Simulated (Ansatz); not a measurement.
Write a Python script for the Ansatz DFT code, driven from Python that makes a ladder of methods at one geometry of C2H3FOSi, SMILES C#C[SiH](O)F. Use (for the species named): r2SCAN, def2-SVP basis, multiplicity 1. The script varies functional: r2scan, pbe0, revpbe, blyp, cam_b3lyp, r2scan0.

```xyz
8

C    -0.5112    1.8337    1.0750
C    -0.2957    0.9432    0.3538
Si    0.0934   -0.5072   -0.7562
O    -0.0674   -1.9488    0.0115
F     1.6983   -0.4631   -1.0784
H    -0.7966    2.7229    1.6897
H    -0.6075   -0.4666   -2.0084
H     0.5789   -2.1712    0.6572
```

The script, `c2h3fosi_methods.py`:
```python
from pathlib import Path

import ansatz as az
import numpy as np

GEOMETRY = '''
C    -0.51120    1.83370    1.07500
C    -0.29570    0.94320    0.35380
Si    0.09340   -0.50720   -0.75620
O    -0.06740   -1.94880    0.01150
F     1.69830   -0.46310   -1.07840
H    -0.79660    2.72290    1.68970
H    -0.60750   -0.46660   -2.00840
H     0.57890   -2.17120    0.65720
'''

molecule = az.Crystal.molecule()
for line in GEOMETRY.strip().splitlines():
    symbol, *xyz = line.split()
    molecule = molecule.atom(symbol, [float(v) for v in xyz])

model = molecule.calculation().basis(gaussian='def2-SVP')

print('functional    E (Ha)        dipole (D)   HOMO (eV)  LUMO (eV)')
for name in ['r2scan', 'pbe0', 'revpbe', 'blyp', 'cam_b3lyp', 'r2scan0']:
    summary = model.functional(name).forces().orbitals().run(threads=1, pin='off', runs_dir='runs').report
    lines = Path(summary['orbitals_path']).read_text().splitlines()
    field_of = lambda key: [line.split('=')[1].strip() for line in lines if line.startswith(key)]
    orbitals = [(27.211386 * float(e), s, float(n)) for e, s, n in zip(field_of('Ene='), field_of('Spin='), field_of('Occup='))]
    homo = max(e for e, _, n in orbitals if n > 0.5)
    lumo = min(e for e, _, n in orbitals if n < 0.5)
    dipole = 4.803205 * np.linalg.norm(summary['charge_distribution']['dipole_moment_e_ang'])
    print(f'{name:10s} {summary["free_energy_ev"] / 27.211386246:14.6f} {dipole:9.3f} {homo:11.3f} {lumo:10.3f}')
```

```console
$ python c2h3fosi_methods.py
functional    E (Ha)        dipole (D)   HOMO (eV)  LUMO (eV)
r2scan        -542.166393     1.670      -7.701     -0.884
pbe0          -541.926216     1.697      -8.758     -0.192
revpbe        -542.173601     1.546      -7.266     -1.008
blyp          -542.263641     1.536      -7.101     -0.895
cam_b3lyp     -542.236756     1.673     -10.087      1.022
r2scan0       -542.130051     1.764      -8.990     -0.056
```

Reading the output:
- Total energies depend on the basis set; only differences at equal settings carry meaning.
- The geometry is a force-field or estimated start, not a minimum of this method, and the basis set is short of its limit. A lower total doesn't mark the better method: functionals have no common bound, and MP2 and coupled cluster aren't variational.
- Levels such as HOMO and LUMO are orbital energies: with these approximate functionals they aren't the ionisation energy and electron affinity, and their gap isn't the fundamental gap.
- Hardware and time: 21 s on 1 thread of Arm Neoverse V2 (shared host), peak memory 0.25 GiB.
